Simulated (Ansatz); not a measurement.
Runs of Ansatz 0.2.0 on LuBe. It takes space group Pm-3m (No. 221, cubic). The conventional cell has a = 3.320 Å, b = 3.320 Å, c = 3.320 Å, α = 90.00°, β = 90.00°, γ = 90.00°. Around Lu (site symmetry m-3m) lie 8 Be at 2.88 Å. Around Be (site symmetry m-3m) lie 8 Lu at 2.88 Å. The cell was built by a generator and needn't be a form met in nature.

| task | level | cell | cutoff (eV) | points for each segment of the path | gap on the mesh (eV) | pressure (GPa) |
| --- | --- | --- | --- | --- | --- | --- |
| band structure | RPBE | as given | 420 | 14 | none | 2.3 |
| band structure | BLYP | as given | 420 | 14 | none | 1.7 |
| band structure | r2SCAN | as given | 500 | 14 | none | -0.4 |
| relaxation of cell and atoms | revPBE | relaxed | 420 | - | none | 0.0 |
| band structure | PBEsol | as given | 420 | 14 | none | (a) |
| band structure | revPBE | as given | 420 | 14 | none | (b) |
| band structure | LDA | as given | 420 | 14 | none | -5.4 |
| band structure | PBE | as given | 420 | 14 | none | 0.1 |

Alike in all rows: potentials or basis Ansatz PAW; no spin polarisation; k mesh 8 × 8 × 8; smearing fermi-dirac 0.05 eV.

Problem. Fill in the values left out.

Solution. (a) -2.5; (b) 1.8.

Caveats: spin-orbit coupling is left out, which moves the levels of the heavy elements (some runs); the PAW data sets come from PBE, with cores solved anew for the run's functional, which leaves a small shift of forces and pressure (some runs); the plane-wave basis is chosen anew once the cell has moved, so the energies of steps on either side of that aren't comparable (some runs).

A k mesh can miss the band edges, and the runs leave out spin-orbit coupling on Lu.

A gap of «none» marks a metal or a gap under the smearing width.
